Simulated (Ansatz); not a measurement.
**H3OSeSi (charge -1): rotation by 120° about the Se2–Si3 bond**

Aim: the minimum-energy path and barrier of the rotation by 120° about the Se2–Si3 bond. The ends are relaxed first, then joined by a nudged elastic band. SMILES of the start: [O-][Se][SiH3].

Method: RKS B3LYP-D4/def2-mTZVP, in Ansatz 0.2.0.

### Step 1. The starting structure

Bond lengths: O1–Se2 1.694 Å, Se2–Si3 2.228 Å, Si3–H4 1.466 Å, Si3–H5 1.476 Å, Si3–H6 1.476 Å. Angles: O1–Se2–Si3 105.3°, Se2–Si3–H4 105.2°, Se2–Si3–H5 117.1°, Se2–Si3–H6 117.1°, H4–Si3–H5 106.6°, H4–Si3–H6 106.6°, H5–Si3–H6 103.5°.

As a file:

```xyz
6

O     1.9603   -1.1197    1.2012
Se    0.5796   -1.5806    0.3339
Si   -0.4110    0.3274   -0.2503
H    -1.6060   -0.0735   -0.9985
H     0.3495    1.2390   -1.1280
H    -0.8723    1.2074    0.8418
```

### Step 2. End point A

Contents of input.yaml:

```yaml
crystal:
  periodic: [false, false, false]
  atoms:
    - { symbol: O, position_ang: [1.96031, -1.11966, 1.20121] }
    - { symbol: Se, position_ang: [0.5796, -1.58062, 0.33386] }
    - { symbol: Si, position_ang: [-0.41101, 0.32737, -0.2503] }
    - { symbol: H, position_ang: [-1.60604, -0.07352, -0.99849] }
    - { symbol: H, position_ang: [0.34948, 1.23902, -1.12805] }
    - { symbol: H, position_ang: [-0.87233, 1.20741, 0.84177] }
total_charge: -1
basis:
  gaussian: { orbitals: def2-mTZVP }
hamiltonian:
  xc: b3lyp
  dispersion: d4
relax:
  f_tol: 0.015
  max_steps: 40
```

Started as:

```sh
> ansatz run input.yaml --threads 1 --pin off --max-ram 2048MiB --backend cpu --events-out ev --progress --plain --runs-dir out
```

The log of the run, shortened:

```text
Warning: RAYON_NUM_THREADS=1 ignored (pool sized by the plan → 1); use --threads N
[...]
Functional definition: B3LYP
[...]
905 factors; integrals over basis functions are off by at most 5.7e-4 eV
[...]
mean field -75325.57797903 eV, -2768.1639332188 hartree, gradient 6.7e-5 eV, S^2 0.000000; 0 other end points of the search recorded, 0 dependent functions left out
[...]
reference -75325.57821215 eV, -2768.1639417858 hartree; 30, 30 occupied and 61, 61 virtual orbitals, 905 factors
relax step   1: F+E_penalty+E_count = -75325.82266480 eV  Δ(F+E_penalty+E_count) = +0.000e0 eV  max|allowed force component| = 1.444e0 eV/Å  Δτ_max = 0.0000 Å  (25 SCF iters, accepted)
[...]
relax step   5: F+E_penalty+E_count = -75325.93571295 eV  Δ(F+E_penalty+E_count) = -1.066e-3 eV  max|allowed force component| = 4.763e-2 eV/Å  Δτ_max = 0.0126 Å  (25 SCF iters, accepted)
[...]
relax step   6: F+E_penalty+E_count = -75325.93609374 eV  Δ(F+E_penalty+E_count) = -3.808e-4 eV  max|allowed force component| = 1.376e-2 eV/Å  Δτ_max = 0.0123 Å  (26 SCF iters, accepted)
905 factors; integrals over basis functions are off by at most 5.7e-4 eV
mean field -75325.69544227 eV, -2768.1682499134 hartree, gradient 9.2e-6 eV, S^2 0.000000; 1 other end points of the search recorded, 0 dependent functions left out
[...]
reference -75325.69567531 eV, -2768.1682584773 hartree; 30, 30 occupied and 61, 61 virtual orbitals, 905 factors
Total energy: -75325.93632677 eV, -2768.1771022555 hartree
Atom 0 at     2.015955    -1.077214     1.235087 Å, force    -0.013661     0.000166    -0.008489 eV/Å
Atom 1 at     0.609065    -1.642790     0.352235 Å, force     0.010528     0.006487     0.006697 eV/Å
Atom 2 at    -0.437917     0.300653    -0.267228 Å, force     0.004770    -0.013764     0.002719 eV/Å
Atom 3 at    -1.691173     0.013772    -1.050276 Å, force    -0.000901     0.007364    -0.000481 eV/Å
Atom 4 at     0.373492     1.218663    -1.135302 Å, force    -0.005571    -0.000233     0.008079 eV/Å
Atom 5 at    -0.869412     1.186916     0.865485 Å, force     0.004834    -0.000020    -0.008525 eV/Å
Dipole moment:    -0.633689    -0.126692    -0.395622 e Å
```

It took 23 s on 1 thread of Arm Neoverse V2, shared host; peak memory 0.18 GiB.

Step by step:

```tsv
step	energy from step 1 (eV)	largest force component (eV/Å)
1	0.0000	1.4444
2	-0.0830	0.6816
3	-0.1090	0.2360
4	-0.1120	0.1457
5	-0.1130	0.0476
6	-0.1134	0.0138
```

Step 1 is the start.

After: Bond lengths: O1–Se2 1.755 Å, Se2–Si3 2.293 Å, Si3–H4 1.505 Å, Si3–H5 1.502 Å, Si3–H6 1.502 Å. Angles: O1–Se2–Si3 103.2°, Se2–Si3–H4 111.0°, Se2–Si3–H5 115.3°, Se2–Si3–H6 115.3°, H4–Si3–H5 105.4°, H4–Si3–H6 105.4°, H5–Si3–H6 103.3°.

### Step 3. End point B

The second end starts from a geometry with the move made by hand.

Contents of input.yaml:

```yaml
crystal:
  periodic: [false, false, false]
  atoms:
    - { symbol: O, position_ang: [1.96031, -1.11966, 1.20121] }
    - { symbol: Se, position_ang: [0.5796, -1.58062, 0.33386] }
    - { symbol: Si, position_ang: [-0.41101, 0.32737, -0.2503] }
    - { symbol: H, position_ang: [-0.71575, 1.00468, 1.01342] }
    - { symbol: H, position_ang: [-1.68402, 0.22515, -0.99118] }
    - { symbol: H, position_ang: [0.38095, 1.27659, -1.05757] }
total_charge: -1
basis:
  gaussian: { orbitals: def2-mTZVP }
hamiltonian:
  xc: b3lyp
  dispersion: d4
relax:
  f_tol: 0.015
  max_steps: 40
```

Started as:

```sh
> ansatz run input.yaml --threads 1 --pin off --max-ram 2048MiB --backend cpu --events-out ev --progress --plain --runs-dir out
```

The log of the run, shortened:

```text
Warning: RAYON_NUM_THREADS=1 ignored (pool sized by the plan → 1); use --threads N
[...]
[... 1 set-up line as earlier in the session ...]
[...]
905 factors; integrals over basis functions are off by at most 5.8e-4 eV
[...]
mean field -75325.51466536 eV, -2768.1616064843 hartree, gradient 2.0e-5 eV, S^2 0.000000; 0 other end points of the search recorded, 0 dependent functions left out
[...]
reference -75325.51489598 eV, -2768.1616149595 hartree; 30, 30 occupied and 61, 61 virtual orbitals, 905 factors
relax step   1: F+E_penalty+E_count = -75325.75971191 eV  Δ(F+E_penalty+E_count) = +0.000e0 eV  max|allowed force component| = 1.833e0 eV/Å  Δτ_max = 0.0000 Å  (26 SCF iters, accepted)
[...]
relax step   6: F+E_penalty+E_count = -75325.93605062 eV  Δ(F+E_penalty+E_count) = -6.007e-3 eV  max|allowed force component| = 3.103e-2 eV/Å  Δτ_max = 0.0948 Å  (31 SCF iters, accepted)
[...]
905 factors; integrals over basis functions are off by at most 5.6e-4 eV
[...]
mean field -75325.69530404 eV, -2768.1682448334 hartree, gradient 1.2e-5 eV, S^2 0.000000; 1 other end points of the search recorded, 0 dependent functions left out
[...]
reference -75325.69553651 eV, -2768.1682533765 hartree; 30, 30 occupied and 61, 61 virtual orbitals, 905 factors
Total energy: -75325.93640893 eV, -2768.1771052747 hartree
Atom 0 at     2.014032    -1.170960     1.183925 Å, force    -0.001402    -0.000257    -0.000892 eV/Å
Atom 1 at     0.587020    -1.655922     0.285750 Å, force     0.003259    -0.000172     0.001014 eV/Å
Atom 2 at    -0.414552     0.346618    -0.202488 Å, force     0.001111    -0.005512     0.002196 eV/Å
Atom 3 at    -0.805914     1.171774     0.988626 Å, force    -0.000738     0.001974    -0.000582 eV/Å
Atom 4 at    -1.684449     0.147979    -0.986039 Å, force    -0.002585     0.002800    -0.001365 eV/Å
Atom 5 at     0.413943     1.294021    -1.020334 Å, force     0.000355     0.001167    -0.000371 eV/Å
Dipole moment:    -0.640094    -0.091429    -0.395272 e Å
```

It took 28 s on 1 thread of Arm Neoverse V2, shared host; peak memory 0.18 GiB.

Step by step:

```tsv
step	energy from step 1 (eV)	largest force component (eV/Å)
1	0.0000	1.8331
2	-0.0965	0.6690
3	-0.1584	0.6249
4	-0.1684	0.0753
5	-0.1703	0.1893
6	-0.1763	0.0310
7	-0.1765	0.0055
```

Step 1 is the start.

After: Bond lengths: O1–Se2 1.754 Å, Se2–Si3 2.292 Å, Si3–H4 1.501 Å, Si3–H5 1.505 Å, Si3–H6 1.501 Å. Angles: O1–Se2–Si3 102.9°, Se2–Si3–H4 115.2°, Se2–Si3–H5 111.4°, Se2–Si3–H6 115.2°, H4–Si3–H5 105.4°, H4–Si3–H6 103.3°, H5–Si3–H6 105.4°.

### Step 4. Nudged elastic band

crystal.atoms is end A as relaxed above, and neb.final_atoms is end B, turned to lie on A. With 5 inner images the band has 7 in all.

Contents of input.yaml:

```yaml
crystal:
  periodic: [false, false, false]
  atoms:
    - { symbol: O, position_ang: [2.015955, -1.077214, 1.235087] }
    - { symbol: Se, position_ang: [0.609065, -1.64279, 0.352235] }
    - { symbol: Si, position_ang: [-0.437917, 0.300653, -0.267228] }
    - { symbol: H, position_ang: [-1.691173, 0.013772, -1.050276] }
    - { symbol: H, position_ang: [0.373492, 1.218663, -1.135302] }
    - { symbol: H, position_ang: [-0.869412, 1.186916, 0.865485] }
total_charge: -1
basis:
  gaussian: { orbitals: def2-mTZVP }
hamiltonian:
  xc: b3lyp
  dispersion: d4
neb:
  order_check: false
  images: 5
  f_tol: 0.03
  max_iterations: 60
  initial_path: idpp
  final_atoms:
    - { symbol: O, position_ang: [1.02723395, -1.8492937, 1.49545596] }
    - { symbol: Se, position_ang: [1.53637013, -0.90998887, 0.10378196] }
    - { symbol: Si, position_ang: [-0.28363808, 0.42013201, -0.30857445] }
    - { symbol: H, position_ang: [-1.55547655, -0.31546257, -0.61537523] }
    - { symbol: H, position_ang: [-0.04763113, 1.3212425, -1.49109236] }
    - { symbol: H, position_ang: [-0.67684832, 1.33337063, 0.81580513] }
```

Started as:

```sh
> ansatz run input.yaml --threads 1 --pin off --max-ram 2048MiB --backend cpu --events-out ev --progress --plain --runs-dir out
```

The log of the run, shortened:

```text
Warning: RAYON_NUM_THREADS=1 ignored (pool sized by the plan → 1); use --threads N
[...]
[... 1 set-up line as earlier in the session ...]
[...]
905 factors; integrals over basis functions are off by at most 5.7e-4 eV
[...]
mean field -75325.69544240 eV, -2768.1682499180 hartree, gradient 6.9e-5 eV, S^2 0.000000; 0 other end points of the search recorded, 0 dependent functions left out
[...]
reference -75325.69567571 eV, -2768.1682584921 hartree; 30, 30 occupied and 61, 61 virtual orbitals, 905 factors
905 factors; integrals over basis functions are off by at most 5.9e-4 eV
[...]
mean field -75325.69531205 eV, -2768.1682451279 hartree, gradient 7.0e-5 eV, S^2 0.000000; 0 other end points of the search recorded, 0 dependent functions left out
[...]
reference -75325.69554597 eV, -2768.1682537241 hartree; 30, 30 occupied and 61, 61 virtual orbitals, 905 factors
[...]
mean field -75325.63386820 eV, -2768.1659871081 hartree, gradient 8.2e-5 eV, S^2 0.000000; 0 other end points of the search recorded, 0 dependent functions left out
[...]
reference -75325.63410418 eV, -2768.1659957800 hartree; 30, 30 occupied and 61, 61 virtual orbitals, 905 factors
NEB iter   1: max|band force component| = 7.887e-1 eV/Å  barrier→ = 0.2881 eV  barrier← = 0.2882 eV  Δτ_max = 0.2000 Å  (178 SCF iters)
[...]
NEB iter   2: max|band force component| = 3.901e-1 eV/Å  barrier→ = 0.1527 eV  barrier← = 0.1528 eV  CI = image 3  Δτ_max = 0.0631 Å  (155 SCF iters)
[...]
NEB iter   3: max|band force component| = 1.563e-1 eV/Å  barrier→ = 0.1258 eV  barrier← = 0.1259 eV  CI = image 3  Δτ_max = 0.0687 Å  (155 SCF iters)
[...]
905 factors; integrals over basis functions are off by at most 5.8e-4 eV
mean field -75325.67143750 eV, -2768.1673677543 hartree, gradient 2.5e-5 eV, S^2 0.000000; 0 other end points of the search recorded, 0 dependent functions left out
[...]
reference -75325.67167269 eV, -2768.1673763973 hartree; 30, 30 occupied and 61, 61 virtual orbitals, 905 factors
```

### Step 5. The output, continued: band between the two ends

The log, continued, shortened:

```text
[...]
905 factors; integrals over basis functions are off by at most 5.9e-4 eV
[...]
mean field -75325.60987933 eV, -2768.1651055333 hartree, gradient 9.0e-6 eV, S^2 0.000000; 0 other end points of the search recorded, 0 dependent functions left out
[...]
reference -75325.61011339 eV, -2768.1651141349 hartree; 30, 30 occupied and 61, 61 virtual orbitals, 905 factors
[...]
905 factors; integrals over basis functions are off by at most 6.0e-4 eV
mean field -75325.57363884 eV, -2768.1637737198 hartree, gradient 1.9e-5 eV, S^2 0.000000; 0 other end points of the search recorded, 0 dependent functions left out
[...]
reference -75325.57387308 eV, -2768.1637823281 hartree; 30, 30 occupied and 61, 61 virtual orbitals, 905 factors
[...]
905 factors; integrals over basis functions are off by at most 6.0e-4 eV
[...]
NEB iter   5: max|band force component| = 3.455e-2 eV/Å  barrier→ = 0.1242 eV  barrier← = 0.1243 eV  CI = image 3  Δτ_max = 0.0101 Å  (138 SCF iters)
[...]
NEB iter   6: max|band force component| = 1.801e-2 eV/Å  barrier→ = 0.1242 eV  barrier← = 0.1243 eV  CI = image 3  Δτ_max = 0.0000 Å  (258 SCF iters)
Total energy: -75325.81214593 eV, -2768.1725386937 hartree
Atom 0 at     1.570610    -1.272366     1.699883 Å, force     0.003530    -0.000613     0.008043 eV/Å
Atom 1 at     1.063131    -1.468837     0.036732 Å, force    -0.005773     0.003890    -0.008154 eV/Å
Atom 2 at    -0.371782     0.318393    -0.370888 Å, force     0.001799    -0.004079    -0.001804 eV/Å
Atom 3 at    -1.793606    -0.005743    -0.764043 Å, force    -0.001374    -0.001671     0.001522 eV/Å
Atom 4 at     0.011852     1.283455    -1.467558 Å, force     0.002588     0.001038    -0.000025 eV/Å
Atom 5 at    -0.480196     1.145097     0.865876 Å, force    -0.000770     0.001434     0.000419 eV/Å
Dipole moment:    -0.285185     0.021189    -0.693404 e Å
this run last wrote the band of iteration 6 to <dir>
```

Run time: 2 min. Hardware: 1 thread of Arm Neoverse V2, shared host; peak memory 0.18 GiB.

### Step 6. The band, image by image

Images 0 and 6 are the ends. Energies count from image 0; the path length is the program's own measure over all atoms.

```tsv
image	path (Å)	energy (eV)	dihedral O1–Se2–Si3–H5 (°)	band force (eV/Å)
0	0.000	0.0000	60	-
1	0.391	0.0241	78	0.012
2	0.783	0.0850	98	0.018
3*	1.174	0.1242	120	0.008
4	1.567	0.0848	142	0.013
5	1.959	0.0239	162	0.014
6	2.352	-0.0001	-180	-
```

The star marks the climbing image.

image, energy (eV) and a bar:
```
        0      0.000 
        1      0.024 ######
        2      0.085 #####################
        3      0.124 ##############################
        4      0.085 #####################
        5      0.024 ######
        6      0.000
```

How the highest energy settled:

```tsv
iteration	highest image above image 0 (eV)	largest band force (eV/Å)
1	0.2881	0.789
2	0.1527	0.390
3	0.1258	0.156
4	0.1243	0.103
5	0.1242	0.035
6	0.1242	0.018
```

The band as a trajectory file:

```xyz
6
image=0 dE=0.0000
O     2.016   -1.077    1.235
Se    0.609   -1.643    0.352
Si   -0.438    0.301   -0.267
H    -1.691    0.014   -1.050
H     0.373    1.219   -1.135
H    -0.869    1.187    0.865
6
image=1 dE=0.0241
O     1.884   -1.120    1.432
Se    0.693   -1.630    0.254
Si   -0.403    0.309   -0.319
H    -1.725    0.012   -0.975
H     0.248    1.277   -1.274
H    -0.697    1.153    0.882
6
image=2 dE=0.0850
O     1.735   -1.183    1.597
Se    0.851   -1.582    0.142
Si   -0.380    0.317   -0.357
H    -1.759    0.007   -0.878
H     0.118    1.307   -1.384
H    -0.565    1.134    0.880
6
image=3 dE=0.1242
O     1.571   -1.272    1.700
Se    1.063   -1.469    0.037
Si   -0.372    0.318   -0.371
H    -1.794   -0.006   -0.764
H     0.012    1.283   -1.468
H    -0.480    1.145    0.866
6
image=4 dE=0.0848
O     1.412   -1.414    1.722
Se    1.253   -1.295   -0.015
Si   -0.363    0.330   -0.363
H    -1.797   -0.060   -0.637
H    -0.060    1.221   -1.540
H    -0.446    1.218    0.834
6
image=5 dE=0.0239
O     1.250   -1.574    1.678
Se    1.379   -1.141   -0.014
Si   -0.333    0.360   -0.346
H    -1.745   -0.146   -0.495
H    -0.117    1.160   -1.602
H    -0.434    1.341    0.780
6
image=6 dE=-0.0001
O     0.923   -1.858    1.552
Se    1.459   -1.030    0.101
Si   -0.259    0.428   -0.320
H    -1.596   -0.212   -0.552
H     0.010    1.250   -1.552
H    -0.537    1.422    0.770
```

### Step 7. Vibrations at the top

The geometry is the highest inner image of the first converged band.

Contents of input.yaml:

```yaml
crystal:
  periodic: [false, false, false]
  atoms:
    - { symbol: O, position_ang: [1.57061, -1.272366, 1.699883] }
    - { symbol: Se, position_ang: [1.063131, -1.468837, 0.036732] }
    - { symbol: Si, position_ang: [-0.371782, 0.318393, -0.370888] }
    - { symbol: H, position_ang: [-1.793606, -0.005743, -0.764043] }
    - { symbol: H, position_ang: [0.011852, 1.283455, -1.467558] }
    - { symbol: H, position_ang: [-0.480196, 1.145097, 0.865876] }
total_charge: -1
basis:
  gaussian: { orbitals: def2-mTZVP }
hamiltonian:
  xc: b3lyp
  dispersion: d4
phonons: {}
```

Started as:

```sh
> ansatz run input.yaml --threads 1 --pin off --max-ram 2048MiB --backend cpu --events-out ev --progress --plain --runs-dir out
```

The log of the run, shortened:

```text
Warning: RAYON_NUM_THREADS=1 ignored (pool sized by the plan → 1); use --threads N
[...]
[... 1 set-up line as earlier in the session ...]
[...]
905 factors; integrals over basis functions are off by at most 6.0e-4 eV
[...]
mean field -75325.57368326 eV, -2768.1637753522 hartree, gradient 2.5e-5 eV, S^2 0.000000; 0 other end points of the search recorded, 0 dependent functions left out
[...]
reference -75325.57391987 eV, -2768.1637840476 hartree; 30, 30 occupied and 61, 61 virtual orbitals, 905 factors
[...]
905 factors; integrals over basis functions are off by at most 6.0e-4 eV
[...]
mean field -75325.57372191 eV, -2768.1637767724 hartree, gradient 1.7e-6 eV, S^2 0.000000; 0 other end points of the search recorded, 0 dependent functions left out
[...]
reference -75325.57395847 eV, -2768.1637854661 hartree; 30, 30 occupied and 61, 61 virtual orbitals, 905 factors
[...]
905 factors; integrals over basis functions are off by at most 6.0e-4 eV
[...]
reference -75325.57388650 eV, -2768.1637828212 hartree; 30, 30 occupied and 61, 61 virtual orbitals, 905 factors
[...]
905 factors; integrals over basis functions are off by at most 6.0e-4 eV
mean field -75325.57357639 eV, -2768.1637714249 hartree, gradient 1.8e-6 eV, S^2 0.000000; 0 other end points of the search recorded, 0 dependent functions left out
[...]
reference -75325.57381294 eV, -2768.1637801180 hartree; 30, 30 occupied and 61, 61 virtual orbitals, 905 factors
[...]
905 factors; integrals over basis functions are off by at most 6.0e-4 eV
mean field -75325.57356295 eV, -2768.1637709308 hartree, gradient 2.7e-6 eV, S^2 0.000000; 0 other end points of the search recorded, 0 dependent functions left out
[...]
reference -75325.57379957 eV, -2768.1637796264 hartree; 30, 30 occupied and 61, 61 virtual orbitals, 905 factors
[...]
905 factors; integrals over basis functions are off by at most 6.0e-4 eV
mean field -75325.57364205 eV, -2768.1637738378 hartree, gradient 3.0e-6 eV, S^2 0.000000; 0 other end points of the search recorded, 0 dependent functions left out
[...]
```

### Step 8. More of the same log: vibrations at the highest image of the band

The log, continued, shortened:

```text
reference -75325.57387866 eV, -2768.1637825329 hartree; 30, 30 occupied and 61, 61 virtual orbitals, 905 factors
[...]
905 factors; integrals over basis functions are off by at most 6.0e-4 eV
[...]
mean field -75325.57362816 eV, -2768.1637733272 hartree, gradient 1.3e-6 eV, S^2 0.000000; 0 other end points of the search recorded, 0 dependent functions left out
[...]
reference -75325.57386474 eV, -2768.1637820216 hartree; 30, 30 occupied and 61, 61 virtual orbitals, 905 factors
[...]
905 factors; integrals over basis functions are off by at most 6.0e-4 eV
mean field -75325.57365460 eV, -2768.1637742991 hartree, gradient 1.7e-6 eV, S^2 0.000000; 0 other end points of the search recorded, 0 dependent functions left out
[...]
reference -75325.57389124 eV, -2768.1637829953 hartree; 30, 30 occupied and 61, 61 virtual orbitals, 905 factors
[...]
905 factors; integrals over basis functions are off by at most 6.0e-4 eV
[...]
reference -75325.57388490 eV, -2768.1637827625 hartree; 30, 30 occupied and 61, 61 virtual orbitals, 905 factors
WARN: phonons: modes at or below zero, which the zero-point energy, F, S and C_V leave out: 1, the lowest at -185.17 cm⁻¹. A minimum has none, and a first-order saddle one
Total energy: -75325.81214564 eV, -2768.1725386829 hartree
Atom 0 at     1.570610    -1.272366     1.699883 Å, force     0.003604    -0.000671     0.008109 eV/Å
Atom 1 at     1.063131    -1.468837     0.036732 Å, force    -0.005796     0.003899    -0.008106 eV/Å
Atom 2 at    -0.371782     0.318393    -0.370888 Å, force     0.001741    -0.003882    -0.001872 eV/Å
Atom 3 at    -1.793606    -0.005743    -0.764043 Å, force    -0.001346    -0.001667     0.001474 eV/Å
Atom 4 at     0.011852     1.283455    -1.467558 Å, force     0.002526     0.000983    -0.000046 eV/Å
Atom 5 at    -0.480196     1.145097     0.865876 Å, force    -0.000730     0.001337     0.000441 eV/Å
Dipole moment:    -0.285179     0.021184    -0.693407 e Å
Vibrations: -185.17 179.64 328.37 506.52 524.49 685.87 920.35 922.78 996.84 2034.53 2065.98 2172.00 cm⁻¹, zero-point energy 0.702827 eV
```

Run time: 79 s. Hardware: 1 thread of Arm Neoverse V2, shared host; peak memory 0.18 GiB.

Of 12 modes, 1 is imaginary by more than 30 cm⁻¹ (185i cm⁻¹).

### Step 9. Results

```
                    quantity                    value
                       end A  5 moves, 0.113 eV lower
                       end B  6 moves, 0.176 eV lower
            barrier forwards                 0.124 eV
           barrier backwards                 0.124 eV
second end relative to first                 0.000 eV
               highest image    3 of 0 to 6, climbing
             band iterations                        6
  imaginary modes at the top                185i cm⁻¹
```

What this shows: Along this path the system climbs 0.12 eV from the first end (5 kT at 300 K), which at an assumed attempt frequency of 10^13 s⁻¹ means a rate near 10^11 s⁻¹. The two ends lie within 1 meV of each other. The listed dihedral goes from 60° at end A through 120° at the highest image to -180° at end B. One imaginary mode, as a first-order saddle point has. These are electronic energies, with no zero-point or thermal terms.
